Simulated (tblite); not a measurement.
# C4H5O3S: the cost of one run

Computed with tblite 0.8.0 and PySCF 2.14.0, with density-fitted response routines of our own, on a single molecule in the gas phase. Atoms count from 0, in the outputs and in this text.

## (1) The molecule as given

13 atoms, charge 0, multiplicity 2; geometry from: force field or distance geometry start.

Bonds of the start (Å): C0–C1 1.35, C1–C2 1.50, C2–C3 1.51, C3–O4 1.21, C2–S5 1.78, S5–O6 1.49, S5–O7 1.49, C0–H8 1.07, C0–H9 1.09, C1–H10 1.07, C2–H11 1.10, S5–H12 1.37.

## (2) Optimising the geometry with GFN2-xTB

Job settings and geometry (Å):

```
{"job": {"kind": "relax", "xc": "GFN2-xTB", "basis": "xTB"}, "charge": 0, "multiplicity": 2}
C      1.833600    -0.652900    -0.152900
C      0.940700     0.259300    -0.578800
C     -0.210400     0.522100     0.341200
C     -0.934400     1.784300    -0.079200
O     -0.381200     2.844400    -0.238900
S     -1.446100    -0.753300     0.216800
O     -1.753500    -0.958300    -1.223900
O     -1.013400    -2.025700     0.855900
H      2.710700    -0.943200    -0.702400
H      1.645800    -1.133600     0.811400
H      1.063500     0.767300    -1.517900
H      0.107200     0.586400     1.397100
H     -2.566900    -0.296300     0.853800
```

Launch:

```
$ OMP_NUM_THREADS=1 python probes_run.py task.json out
```

One launch serves the whole session: the jobs run in the order shown.

Q: Estimate the wall time of this first job on 1 thread of Arm Neoverse V1, shared host.

About 1.7 s.
